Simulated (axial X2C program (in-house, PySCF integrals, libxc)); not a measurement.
**CoF⁺: properties at the nuclei**

Aim: properties at the nuclei of CoF⁺, with spin–orbit coupling in the Hamiltonian from the start.

Computed with an in-house X2C program for linear molecules on PySCF integrals. Level: two-component X2C with atomic mean-field terms, Co dyall-cv3z, F dyall-av3z.

All values are calculated.

## Step 1: The job

Input file task.json:

```json
{"zs": [27, 9], "q": 1, "bas": ["dyall-cv3z", "dyall-av3z"], "r0": 1.75, "levels": ["PBE0", "HF", "BHandHLYP", "BP86", "TPSSh"], "nst": 3}
```

Keys: zs atomic numbers; q charge; bas basis sets; r0 starting distance in Å; levels methods (HF also brings MP2); nst determinants followed.

Run with:

```console
python soeom.py task.json out
```

After this run come: Expectation values, lowest determinant; Expectation values, a higher determinant; Expectation values, a higher determinant.

What does the calculation give? Wanted: lowest determinant; Eeff magnitude; Ws magnitude Co; A∥/gI Co; qzz Co; higher determinant (for each run or level that gives them).

**Answer**, as computed:

```
                                        quantity                                                       value
                              lowest determinant   Ω = 9/2 (excess of +ω over −ω: ω = 1/2, ω = 3/2, ω = 5/2)
                    Eeff magnitude (GV/cm), PBE0                                                       0.686
                     Ws magnitude Co (kHz), PBE0                                                      0.0471
                            A∥/gI Co (MHz), PBE0                                                         460
                             qzz Co (a.u.), PBE0                                                        0.06
                              higher determinant  Ω = 7/2 (excess of +ω over −ω: ω = -1/2, ω = 3/2, ω = 5/2)
Eeff magnitude (GV/cm), PBE0, higher determinant                                                       0.229
 Ws magnitude Co (kHz), PBE0, higher determinant                                                      0.0118
        A∥/gI Co (MHz), PBE0, higher determinant                                                         318
         qzz Co (a.u.), PBE0, higher determinant                                                       -1.15
                              higher determinant                     Ω = 3/2 (excess of +ω over −ω: ω = 3/2)
Eeff magnitude (GV/cm), PBE0, higher determinant                                                       0.707
 Ws magnitude Co (kHz), PBE0, higher determinant                                                       0.145
        A∥/gI Co (MHz), PBE0, higher determinant                                                         693
         qzz Co (a.u.), PBE0, higher determinant                                                        0.04
```

In the first state, the effective field runs from 0.625 to 0.686 GV/cm over the mean-field levels. The expectation values come from single determinants, which for open shells can mix terms of unlike spin or miss the lowest Ω, so a determinant need not be a state. Eeff is the effective electric field on the electron dipole moment in this Ω state and Ws the scalar–pseudoscalar constant (defined with the proton number Z and per Ω); A∥ is the parallel hyperfine constant, which follows by multiplying with the nuclear g factor gI = μI/(I μN); qzz is the electric field gradient, eQq0 = 234.96 MHz × Q/barn × qzz. The operators were transformed with the bare-nucleus X2C matrices.
